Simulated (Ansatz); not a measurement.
# Cl₃HOZr: small, medium and large basis sets

The task here is to estimate one member of a computed series from the others.

Computed with Ansatz 0.2.0, Gaussian basis. Level: one geometry, several basis sets.

The runs, in order: PBE0-D4/def2-SVP; ωB97M-V/def2-SVP; PBE0-D4/def2-QZVPP; ωB97M-V/def2-QZVPP; the functionals' def2-TZVPP values are taken from earlier runs.

1 further run of the same task is left out (for a known fault of the program).

### The relaxed structure

An earlier PBE0-D4 in a triple-zeta def2 set relaxation fixed the geometry. Zr takes the def2 core potential; no spin-orbit term is included.

6 atoms, charge 0, spin multiplicity 1.

Atoms are counted from 1 here; the program's logs count them from 0.

Bond lengths: O1–Zr2 1.878 Å, O1–H6 0.954 Å, Zr2–Cl3 2.336 Å, Zr2–Cl4 2.336 Å, Zr2–Cl5 2.336 Å. Angles: Zr2–O1–H6 179.3°, O1–Zr2–Cl3 109.2°, O1–Zr2–Cl4 109.2°, O1–Zr2–Cl5 109.2°, Cl3–Zr2–Cl4 109.8°, Cl3–Zr2–Cl5 109.8°, Cl4–Zr2–Cl5 109.8°.

Set-up of the first run:

in.yaml

```yaml
crystal:
  periodic: [false, false, false]
  atoms:
    - {symbol: O, position_ang: [-0.512580, 0.298608, 1.339557]}
    - {symbol: Zr, position_ang: [0.148133, -0.092340, -0.374834]}
    - {symbol: Cl, position_ang: [2.028539, -1.464189, -0.177495]}
    - {symbol: Cl, position_ang: [-1.507032, -1.193056, -1.601970]}
    - {symbol: Cl, position_ang: [0.732194, 1.900645, -1.444522]}
    - {symbol: H, position_ang: [-0.847154, 0.486431, 2.213162]}
basis:
  gaussian: {orbitals: def2-SVP}
hamiltonian: {xc: pbe0, dispersion: d4}
output: {orbitals: {seedname: orbitals}}
```

Command:

```console
> ansatz run in.yaml --threads 4 --pin off --events-out ev --progress --plain --max-ram 10444MiB
```

Among the steps run: PBE0-D4 in def2-SVP; ωB97M-V in def2-SVP; PBE0-D4 in def2-QZVPP; ωB97M-V in def2-QZVPP.

One table of the session follows, with a row left open; its other results are not shown here.

It belongs to the step «Functionals by basis». 

| functional | basis | HOMO (eV) | LUMO (eV) |
| --- | --- | --- | --- |
| PBE0-D4 | def2-SVP | -9.24 | -1.83 |
| PBE0-D4 | def2-TZVPP | -9.30 | -1.94 |
| PBE0-D4 | def2-QZVPP | -9.32 | -1.97 |
| ωB97M-V | def2-SVP | ? | ? |
| ωB97M-V | def2-TZVPP | -11.50 | 0.16 |
| ωB97M-V | def2-QZVPP | -11.53 | 0.11 |

Estimate the missing values for ωB97M-V, def2-SVP.

As computed: HOMO (eV): -11.38; LUMO (eV): 0.34. In the column «HOMO (eV)» it lies between ωB97M-V, def2-TZVPP (-11.50) and PBE0-D4, def2-QZVPP (-9.32).
